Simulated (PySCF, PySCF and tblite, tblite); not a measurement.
# C₂H₁₁BO₂Si₂: a scan of pyramidal angle, part 2 of 2

PySCF and tblite. Atoms count from 0. Earlier steps stand in the parts before.

### 9 Shieldings, coordinate held at 1.7: BHandHLYP/pcSseg-1 in water

The job: settings as JSON, then the geometry in Å.

```
{"job": {"kind": "nmr", "xc": "BHandHLYP", "basis": "pcSseg-1", "solvent": "water", "every": 1, "pop": false}, "charge": 0, "multiplicity": 1}
O      2.320623    -0.937231     0.214662
B      2.021175     0.420642     0.769307
O      0.557414     0.432155     0.317797
Si     0.412787    -1.081212    -0.501525
C     -1.394160    -0.671518    -1.051627
C     -2.054514     0.288648    -0.051303
Si    -0.698181     1.480863     0.534499
H      2.726651    -1.541660     0.833798
H      2.616867     1.274803     0.196552
H      2.084714     0.467426     1.958487
H      1.113829    -1.131662    -1.781074
H      0.213137    -2.174168     0.458440
H     -1.996815    -1.571867    -1.166700
H     -1.383647    -0.194298    -2.032935
H     -2.917683     0.790752    -0.488293
H     -2.428760    -0.283065     0.801217
H     -0.730731     1.817542     1.955783
H     -0.450504     2.636662    -0.327730
```

The log of the run:

```text
coarse grid: 15504 points
cycle   1  E = -836.8779203376  dE =  1.027e+00  |g| = 7.605e-01  |ddm| = 3.702e+00
cycle   2  E = -836.8787782141  dE = -8.579e-04  |g| = 7.948e-01  |ddm| = 1.105e+00
cycle   3  E = -836.9878330903  dE = -1.091e-01  |g| = 6.230e-02  |ddm| = 6.274e-01
cycle   4  E = -836.9885200181  dE = -6.869e-04  |g| = 2.686e-02  |ddm| = 7.708e-02
cycle   5  E = -836.9886780254  dE = -1.580e-04  |g| = 5.727e-03  |ddm| = 2.458e-02
cycle   6  E = -836.9886852674  dE = -7.242e-06  |g| = 1.427e-03  |ddm| = 6.118e-03
final grid: 138984 points
cycle   7  E = -837.0295162057  dE = -2.267e-05  |g| = 3.537e-03  |ddm| = 1.405e-02
cycle   8  E = -837.0295165109  dE = -3.052e-07  |g| = 3.545e-03  |ddm| = 5.915e-03
cycle   9  E = -837.0295190107  dE = -2.500e-06  |g| = 3.090e-04  |ddm| = 2.616e-03
cycle  10  E = -837.0295190270  dE = -1.636e-08  |g| = 1.679e-04  |ddm| = 4.202e-04
cycle  11  E = -837.0295190331  dE = -6.064e-09  |g| = 4.362e-05  |ddm| = 1.860e-04
cycle  12  E = -837.0295190335  dE = -4.313e-10  |g| = 7.534e-06  |ddm| = 4.483e-05
converged SCF energy = -837.0295190335

GIAO shielding tensors (ppm)
atom      isotropic    diamagn.    paramagn.     s11        s22        s33       span
  0 O      261.026     398.025    -136.999    180.492    228.128    374.459    193.967
  1 B      104.719     181.958     -77.239     93.360    105.936    114.860     21.500
  2 O      292.538     410.504    -117.966    236.599    307.258    333.758     97.159
  3 Si     416.400     873.317    -456.917    342.044    405.329    501.828    159.784
  4 C      174.361     255.431     -81.070    170.820    174.439    177.824      7.004
  5 C      178.549     252.563     -74.014    163.228    180.263    192.156     28.928
  6 Si     370.701     878.949    -508.248    344.828    362.251    405.023     60.194
  7 H       28.612      30.921      -2.309     20.535     23.330     41.970     21.435
  8 H       28.850      30.163      -1.313     25.552     28.459     32.540      6.988
  9 H       28.806      30.687      -1.882     25.659     28.622     32.136      6.476
 10 H       26.535      29.071      -2.536     20.960     27.317     31.329     10.368
 11 H       26.771      29.736      -2.965     21.378     26.999     31.935     10.556
 12 H       31.281      31.366      -0.085     26.580     28.965     38.297     11.717
 13 H       31.479      32.757      -1.279     26.929     29.127     38.381     11.452
 14 H       30.573      29.462       1.112     25.250     27.774     38.695     13.445
 15 H       30.572      31.315      -0.743     26.114     27.816     37.786     11.672
 16 H       27.237      29.382      -2.144     23.782     25.075     32.855      9.074
 17 H       27.337      29.510      -2.173     23.602     24.974     33.437      9.835
```

Wall time 24 s (1 thread of INTEL XEON PLATINUM 8581C at 2.30GHz, shared host); peak memory 0.95 GiB.

Key values: HOMO -8.59 eV, LUMO 1.23 eV; dipole 2.99 D.

### 10 Shieldings, coordinate held at -2.2: BHandHLYP/pcSseg-1 in water

The job: settings as JSON, then the geometry in Å.

```
{"job": {"kind": "nmr", "xc": "BHandHLYP", "basis": "pcSseg-1", "solvent": "water", "every": 1, "pop": false}, "charge": 0, "multiplicity": 1}
O      2.326120    -0.932205     0.203382
B      2.018159     0.416523     0.774176
O      0.539956     0.406210     0.366043
Si     0.408669    -1.082232    -0.499748
C     -1.397484    -0.670758    -1.049651
C     -2.058666     0.290467    -0.051258
Si    -0.701260     1.480501     0.534739
H      2.726518    -1.541627     0.821145
H      2.580772     1.282646     0.186934
H      2.114329     0.459568     1.961478
H      1.107511    -1.110753    -1.781467
H      0.219815    -2.190869     0.444329
H     -1.999862    -1.571124    -1.164700
H     -1.386005    -0.193767    -2.031064
H     -2.921541     0.792110    -0.488700
H     -2.433486    -0.280658     0.801188
H     -0.744722     1.842526     1.948844
H     -0.432615     2.619935    -0.342573
```

The log of the run:

```text
coarse grid: 15504 points
cycle   1  E = -836.8775434193  dE =  1.026e+00  |g| = 7.612e-01  |ddm| = 3.701e+00
cycle   2  E = -836.8783461286  dE = -8.027e-04  |g| = 7.957e-01  |ddm| = 1.105e+00
cycle   3  E = -836.9876639013  dE = -1.093e-01  |g| = 6.234e-02  |ddm| = 6.273e-01
cycle   4  E = -836.9883521556  dE = -6.883e-04  |g| = 2.683e-02  |ddm| = 7.703e-02
cycle   5  E = -836.9885097599  dE = -1.576e-04  |g| = 5.774e-03  |ddm| = 2.458e-02
cycle   6  E = -836.9885170996  dE = -7.340e-06  |g| = 1.435e-03  |ddm| = 6.124e-03
final grid: 138984 points
cycle   7  E = -837.0294394559  dE = -2.276e-05  |g| = 3.558e-03  |ddm| = 1.402e-02
cycle   8  E = -837.0294397405  dE = -2.846e-07  |g| = 3.583e-03  |ddm| = 5.958e-03
cycle   9  E = -837.0294422731  dE = -2.533e-06  |g| = 3.136e-04  |ddm| = 2.613e-03
cycle  10  E = -837.0294422900  dE = -1.690e-08  |g| = 1.699e-04  |ddm| = 4.243e-04
cycle  11  E = -837.0294422963  dE = -6.290e-09  |g| = 4.365e-05  |ddm| = 1.894e-04
cycle  12  E = -837.0294422967  dE = -4.320e-10  |g| = 7.565e-06  |ddm| = 4.509e-05
converged SCF energy = -837.0294422967

GIAO shielding tensors (ppm)
atom      isotropic    diamagn.    paramagn.     s11        s22        s33       span
  0 O      260.469     397.940    -137.470    179.786    228.978    372.644    192.858
  1 B      104.710     182.022     -77.312     93.526    105.741    114.863     21.338
  2 O      291.818     410.472    -118.653    237.358    305.799    332.298     94.940
  3 Si     415.999     873.391    -457.392    342.299    404.657    501.042    158.743
  4 C      174.494     255.505     -81.011    170.932    174.447    178.102      7.170
  5 C      178.280     252.508     -74.228    162.976    180.211    191.652     28.675
  6 Si     371.091     878.966    -507.875    345.934    362.325    405.013     59.079
  7 H       28.556      30.911      -2.355     20.527     23.341     41.800     21.273
  8 H       28.873      30.191      -1.318     25.544     28.534     32.540      6.996
  9 H       28.786      30.670      -1.883     25.640     28.564     32.155      6.515
 10 H       26.510      29.102      -2.592     20.904     27.383     31.244     10.341
 11 H       26.778      29.749      -2.971     21.424     26.922     31.988     10.564
 12 H       31.265      31.364      -0.099     26.584     28.948     38.261     11.677
 13 H       31.477      32.769      -1.292     26.922     29.123     38.385     11.463
 14 H       30.591      29.468       1.123     25.256     27.799     38.718     13.462
 15 H       30.577      31.322      -0.745     26.126     27.825     37.780     11.654
 16 H       27.260      29.392      -2.132     23.787     25.068     32.926      9.139
 17 H       27.338      29.536      -2.198     23.643     24.978     33.392      9.749
```

Wall time 24 s (1 thread of INTEL XEON PLATINUM 8581C at 2.30GHz, shared host); peak memory 0.95 GiB.

This run: HOMO -8.59 eV, LUMO 1.23 eV; dipole 2.99 D.

### 11 Shieldings, coordinate held at -0.7: BHandHLYP/pcSseg-1 in water

The job: settings as JSON, then the geometry in Å.

```
{"job": {"kind": "nmr", "xc": "BHandHLYP", "basis": "pcSseg-1", "solvent": "water", "every": 1, "pop": false}, "charge": 0, "multiplicity": 1}
O      2.324196    -0.934461     0.205152
B      2.018348     0.417899     0.770107
O      0.546282     0.414991     0.346179
Si     0.409743    -1.082230    -0.502411
C     -1.398351    -0.674145    -1.050280
C     -2.057997     0.289457    -0.052438
Si    -0.700363     1.479147     0.534843
H      2.727089    -1.542197     0.823146
H      2.593464     1.280370     0.189128
H      2.101975     0.460506     1.957902
H      1.108622    -1.115200    -1.783569
H      0.219773    -2.185777     0.447049
H     -2.000796    -1.575146    -1.162344
H     -1.388589    -0.200293    -2.033275
H     -2.921031     0.791841    -0.489384
H     -2.432817    -0.279608     0.801576
H     -0.740317     1.829315     1.952331
H     -0.438186     2.627239    -0.333059
```

The log of the run:

```text
coarse grid: 15504 points
cycle   1  E = -836.8776769926  dE =  1.026e+00  |g| = 7.609e-01  |ddm| = 3.702e+00
cycle   2  E = -836.8785126658  dE = -8.357e-04  |g| = 7.953e-01  |ddm| = 1.105e+00
cycle   3  E = -836.9876892795  dE = -1.092e-01  |g| = 6.226e-02  |ddm| = 6.276e-01
cycle   4  E = -836.9883763253  dE = -6.870e-04  |g| = 2.676e-02  |ddm| = 7.701e-02
cycle   5  E = -836.9885333567  dE = -1.570e-04  |g| = 5.723e-03  |ddm| = 2.454e-02
cycle   6  E = -836.9885406159  dE = -7.259e-06  |g| = 1.421e-03  |ddm| = 6.111e-03
final grid: 138984 points
cycle   7  E = -837.0294241698  dE = -2.275e-05  |g| = 3.536e-03  |ddm| = 1.404e-02
cycle   8  E = -837.0294244752  dE = -3.054e-07  |g| = 3.544e-03  |ddm| = 5.937e-03
cycle   9  E = -837.0294269731  dE = -2.498e-06  |g| = 3.109e-04  |ddm| = 2.607e-03
cycle  10  E = -837.0294269897  dE = -1.661e-08  |g| = 1.691e-04  |ddm| = 4.219e-04
cycle  11  E = -837.0294269959  dE = -6.177e-09  |g| = 4.371e-05  |ddm| = 1.877e-04
cycle  12  E = -837.0294269963  dE = -4.322e-10  |g| = 7.528e-06  |ddm| = 4.504e-05
converged SCF energy = -837.0294269963

GIAO shielding tensors (ppm)
atom      isotropic    diamagn.    paramagn.     s11        s22        s33       span
  0 O      260.591     397.974    -137.383    179.984    228.517    373.271    193.287
  1 B      104.743     181.996     -77.253     93.517    105.833    114.879     21.361
  2 O      292.267     410.491    -118.224    237.435    306.530    332.837     95.402
  3 Si     416.088     873.363    -457.275    342.112    404.613    501.539    159.427
  4 C      174.467     255.443     -80.976    170.905    174.444    178.053      7.148
  5 C      178.408     252.525     -74.117    162.997    180.267    191.960     28.962
  6 Si     370.960     878.964    -508.005    345.476    362.217    405.186     59.710
  7 H       28.579      30.921      -2.342     20.537     23.341     41.858     21.321
  8 H       28.863      30.179      -1.316     25.545     28.504     32.539      6.993
  9 H       28.801      30.690      -1.889     25.649     28.596     32.157      6.509
 10 H       26.523      29.093      -2.570     20.927     27.361     31.281     10.354
 11 H       26.771      29.743      -2.972     21.395     26.960     31.959     10.563
 12 H       31.265      31.348      -0.083     26.577     28.946     38.272     11.695
 13 H       31.475      32.747      -1.271     26.923     29.120     38.383     11.460
 14 H       30.579      29.451       1.129     25.249     27.782     38.708     13.460
 15 H       30.571      31.314      -0.743     26.113     27.822     37.780     11.667
 16 H       27.254      29.394      -2.141     23.790     25.070     32.901      9.111
 17 H       27.338      29.525      -2.187     23.627     24.979     33.408      9.780
```

It took 23 s on 1 thread of INTEL XEON PLATINUM 8581C at 2.30GHz, shared host; peak memory 0.95 GiB.

Key values: HOMO -8.59 eV, LUMO 1.22 eV; dipole 2.99 D.

### 12 Shieldings, coordinate held at 0.9: BHandHLYP/pcSseg-1 in water

The job: settings as JSON, then the geometry in Å.

```
{"job": {"kind": "nmr", "xc": "BHandHLYP", "basis": "pcSseg-1", "solvent": "water", "every": 1, "pop": false}, "charge": 0, "multiplicity": 1}
O      2.323610    -0.936130     0.211149
B      2.020804     0.420212     0.769023
O      0.554460     0.426369     0.326550
Si     0.411006    -1.082489    -0.501005
C     -1.396072    -0.671410    -1.051211
C     -2.054964     0.290514    -0.051391
Si    -0.697163     1.481540     0.532931
H      2.727474    -1.540905     0.831466
H      2.609235     1.276768     0.192576
H      2.090452     0.466603     1.958003
H      1.111749    -1.129828    -1.780965
H      0.214927    -2.177828     0.456748
H     -1.999316    -1.571708    -1.164518
H     -1.386648    -0.194849    -2.033027
H     -2.917938     0.793050    -0.488025
H     -2.430254    -0.279956     0.801384
H     -0.729328     1.823331     1.952788
H     -0.446839     2.634581    -0.332448
```

The log of the run:

```text
coarse grid: 15504 points
cycle   1  E = -836.8778284073  dE =  1.025e+00  |g| = 7.608e-01  |ddm| = 3.701e+00
cycle   2  E = -836.8786148039  dE = -7.864e-04  |g| = 7.954e-01  |ddm| = 1.106e+00
cycle   3  E = -836.9878415191  dE = -1.092e-01  |g| = 6.228e-02  |ddm| = 6.281e-01
cycle   4  E = -836.9885287780  dE = -6.873e-04  |g| = 2.679e-02  |ddm| = 7.704e-02
cycle   5  E = -836.9886861991  dE = -1.574e-04  |g| = 5.714e-03  |ddm| = 2.456e-02
cycle   6  E = -836.9886934427  dE = -7.244e-06  |g| = 1.420e-03  |ddm| = 6.115e-03
final grid: 138984 points
cycle   7  E = -837.0295433533  dE = -2.270e-05  |g| = 3.530e-03  |ddm| = 1.401e-02
cycle   8  E = -837.0295436635  dE = -3.102e-07  |g| = 3.534e-03  |ddm| = 5.914e-03
cycle   9  E = -837.0295461550  dE = -2.491e-06  |g| = 3.094e-04  |ddm| = 2.610e-03
cycle  10  E = -837.0295461714  dE = -1.640e-08  |g| = 1.685e-04  |ddm| = 4.204e-04
cycle  11  E = -837.0295461775  dE = -6.105e-09  |g| = 4.366e-05  |ddm| = 1.863e-04
cycle  12  E = -837.0295461779  dE = -4.306e-10  |g| = 7.515e-06  |ddm| = 4.496e-05
converged SCF energy = -837.0295461779

GIAO shielding tensors (ppm)
atom      isotropic    diamagn.    paramagn.     s11        s22        s33       span
  0 O      260.929     397.980    -137.051    180.296    228.416    374.076    193.781
  1 B      104.723     181.974     -77.251     93.441    105.898    114.830     21.389
  2 O      292.371     410.502    -118.131    236.863    306.910    333.340     96.477
  3 Si     416.119     873.346    -457.227    342.186    404.957    501.215    159.029
  4 C      174.403     255.427     -81.023    170.883    174.444    177.884      7.001
  5 C      178.512     252.542     -74.030    163.171    180.270    192.095     28.924
  6 Si     370.838     878.956    -508.118    345.186    362.235    405.092     59.906
  7 H       28.604      30.917      -2.313     20.541     23.344     41.927     21.386
  8 H       28.856      30.171      -1.314     25.547     28.480     32.543      6.996
  9 H       28.801      30.686      -1.885     25.652     28.611     32.141      6.489
 10 H       26.526      29.075      -2.550     20.946     27.327     31.305     10.359
 11 H       26.773      29.737      -2.964     21.392     26.974     31.951     10.559
 12 H       31.271      31.355      -0.084     26.577     28.952     38.284     11.707
 13 H       31.469      32.745      -1.277     26.913     29.117     38.376     11.464
 14 H       30.580      29.465       1.115     25.256     27.780     38.704     13.449
 15 H       30.574      31.318      -0.744     26.114     27.818     37.789     11.675
 16 H       27.246      29.392      -2.146     23.785     25.079     32.873      9.088
 17 H       27.334      29.511      -2.177     23.610     24.970     33.423      9.813
```

Wall time 24 s (1 thread of INTEL XEON PLATINUM 8581C at 2.30GHz, shared host); peak memory 0.95 GiB.

Key values: HOMO -8.59 eV, LUMO 1.23 eV; dipole 3.00 D.

### 13 Shieldings, coordinate held at 2.4: BHandHLYP/pcSseg-1 in water

The job: settings as JSON, then the geometry in Å.

```
{"job": {"kind": "nmr", "xc": "BHandHLYP", "basis": "pcSseg-1", "solvent": "water", "every": 1, "pop": false}, "charge": 0, "multiplicity": 1}
O      2.319590    -0.937644     0.215656
B      2.021783     0.421326     0.768435
O      0.560228     0.436514     0.309443
Si     0.412882    -1.080941    -0.501373
C     -1.394241    -0.671953    -1.051303
C     -2.054535     0.288013    -0.050686
Si    -0.697999     1.480416     0.534498
H      2.727143    -1.541702     0.834152
H      2.622647     1.273878     0.198883
H      2.079714     0.468253     1.958000
H      1.113266    -1.133041    -1.781076
H      0.211882    -2.173257     0.459114
H     -1.996853    -1.572388    -1.166245
H     -1.383460    -0.194340    -2.032422
H     -2.917493     0.791090    -0.487122
H     -2.429755    -0.283856     0.801306
H     -0.730137     1.814854     1.956438
H     -0.452459     2.637591    -0.326345
```

The log of the run:

```text
coarse grid: 15504 points
cycle   1  E = -836.8779997692  dE =  1.027e+00  |g| = 7.603e-01  |ddm| = 3.702e+00
cycle   2  E = -836.8788806996  dE = -8.809e-04  |g| = 7.945e-01  |ddm| = 1.105e+00
cycle   3  E = -836.9878509882  dE = -1.090e-01  |g| = 6.231e-02  |ddm| = 6.272e-01
cycle   4  E = -836.9885380010  dE = -6.870e-04  |g| = 2.687e-02  |ddm| = 7.709e-02
cycle   5  E = -836.9886961705  dE = -1.582e-04  |g| = 5.722e-03  |ddm| = 2.458e-02
cycle   6  E = -836.9887033999  dE = -7.229e-06  |g| = 1.426e-03  |ddm| = 6.118e-03
final grid: 138984 points
cycle   7  E = -837.0295244857  dE = -2.266e-05  |g| = 3.536e-03  |ddm| = 1.409e-02
cycle   8  E = -837.0295247924  dE = -3.067e-07  |g| = 3.542e-03  |ddm| = 5.911e-03
cycle   9  E = -837.0295272903  dE = -2.498e-06  |g| = 3.086e-04  |ddm| = 2.618e-03
cycle  10  E = -837.0295273066  dE = -1.631e-08  |g| = 1.676e-04  |ddm| = 4.199e-04
cycle  11  E = -837.0295273126  dE = -6.035e-09  |g| = 4.360e-05  |ddm| = 1.856e-04
cycle  12  E = -837.0295273131  dE = -4.311e-10  |g| = 7.529e-06  |ddm| = 4.478e-05
converged SCF energy = -837.0295273131

GIAO shielding tensors (ppm)
atom      isotropic    diamagn.    paramagn.     s11        s22        s33       span
  0 O      261.157     398.036    -136.879    180.671    228.014    374.786    194.115
  1 B      104.701     181.948     -77.246     93.286    105.965    114.854     21.568
  2 O      292.641     410.501    -117.859    236.341    307.601    333.982     97.642
  3 Si     416.514     873.308    -456.795    342.039    405.426    502.075    160.036
  4 C      174.333     255.429     -81.095    170.805    174.452    177.744      6.939
  5 C      178.595     252.570     -73.975    163.296    180.278    192.210     28.915
  6 Si     370.583     878.943    -508.359    344.415    362.231    405.105     60.690
  7 H       28.622      30.918      -2.296     20.539     23.324     42.004     21.465
  8 H       28.847      30.160      -1.313     25.556     28.447     32.537      6.981
  9 H       28.807      30.683      -1.876     25.662     28.628     32.131      6.470
 10 H       26.543      29.076      -2.533     20.973     27.311     31.346     10.373
 11 H       26.769      29.727      -2.957     21.369     27.010     31.928     10.559
 12 H       31.282      31.368      -0.085     26.577     28.969     38.301     11.724
 13 H       31.479      32.758      -1.279     26.931     29.127     38.378     11.447
 14 H       30.573      29.460       1.112     25.258     27.768     38.692     13.434
 15 H       30.571      31.313      -0.742     26.111     27.814     37.789     11.678
 16 H       27.231      29.374      -2.143     23.779     25.074     32.841      9.062
 17 H       27.340      29.511      -2.171     23.595     24.978     33.448      9.853
```

Wall time 23 s (1 thread of INTEL XEON PLATINUM 8581C at 2.30GHz, shared host); peak memory 0.95 GiB.

Key values: HOMO -8.58 eV, LUMO 1.23 eV; dipole 2.99 D.

### 14 The scan in numbers

The job: settings as JSON, then the geometry in Å.

```
{"job": {"smiles": "O[BH2-][O+]1[SiH2]CC[SiH2]1", "charge": 0, "mult": 1, "motion": "pyramidal angle", "what": "onium", "atoms": [2], "drives": [{"terms": [["t", [6, 1, 3, 2], 0.3333333333333333], ["t", [1, 3, 6, 2], 0.3333333333333333], ["t", [3, 6, 1, 2], 0.3333333333333333]], "values": [-1.3, -1, -0.7, -0.35, 0, 0.35, 0.7, 1, 1.3], "scaled": true}], "study": "scan", "seed": 363, "jobs": [{"kind": "nmr", "xc": "BHandHLYP", "basis": "pcSseg-1", "solvent": "water", "every": 1}], "xc": "BHandHLYP", "basis": "pcSseg-1", "kind": "scan"}, "charge": 0, "multiplicity": 1}
O      2.319650    -0.937488     0.213321
B      2.019663     0.420350     0.768849
O      0.558367     0.434734     0.310555
Si     0.412111    -1.082528    -0.501640
C     -1.395071    -0.672349    -1.049806
C     -2.055202     0.287129    -0.048629
Si    -0.699074     1.478982     0.537463
H      2.722759    -1.542868     0.833439
H      2.618075     1.274848     0.199446
H      2.077761     0.465006     1.958541
H      1.111731    -1.133652    -1.782258
H      0.212962    -2.176315     0.457840
H     -1.997804    -1.572475    -1.165431
H     -1.384144    -0.194159    -2.030605
H     -2.918294     0.789985    -0.484634
H     -2.431194    -0.284772     0.802820
H     -0.726790     1.813744     1.959071
H     -0.454265     2.638145    -0.320843
```

The log of the run:

```text
coordinate    xTB      DFT (kcal/mol)
    -2.90    0.104    0.115
    -2.20    0.079    0.064
    -1.50    0.058    0.102
    -0.70    0.036    0.075
     0.10    0.020    0.059
     0.90    0.009    0.000
     1.70    0.002    0.016
     2.40    0.000    0.010
     3.10    0.002    0.005
```

Run time: 3.7 min. Hardware: 1 thread of INTEL XEON PLATINUM 8581C at 2.30GHz, shared host; peak memory 1 GiB. This counts the whole study up to here.

Shieldings (ppm) of atoms that vary much, hydrogens weighed ten times:

| coordinate (°) | DFT energy (kcal/mol) | H7 | O2 | O0 | Si6 | Si3 |
| --- | --- | --- | --- | --- | --- | --- |
| -2.9 | 0.12 | 28.54 | 291.9 | 260.5 | 371.2 | 415.9 |
| -2.2 | 0.06 | 28.56 | 291.8 | 260.5 | 371.1 | 416.0 |
| -1.5 | 0.10 | 28.56 | 292.0 | 260.5 | 371.1 | 416.2 |
| -0.7 | 0.07 | 28.58 | 292.3 | 260.6 | 371.0 | 416.1 |
| 0.1 | 0.06 | 28.59 | 292.4 | 260.7 | 370.9 | 416.1 |
| 0.9 | 0.00 | 28.60 | 292.4 | 260.9 | 370.8 | 416.1 |
| 1.7 | 0.02 | 28.61 | 292.5 | 261.0 | 370.7 | 416.4 |
| 2.4 | 0.01 | 28.62 | 292.6 | 261.2 | 370.6 | 416.5 |
| 3.1 | 0.01 | 28.64 | 292.7 | 261.2 | 370.5 | 416.3 |

### 15 Results

What follows sums up all 2 parts.

```
                   quantity                        value
energy range along the scan  DFT 0.12, xTB 0.10 kcal/mol
             range of σ(H7)           28.54 to 28.64 ppm
```

In words: The DFT energy changes by 0.12 kcal/mol over the points computed, against kT of 0.59 kcal/mol at 298 K.
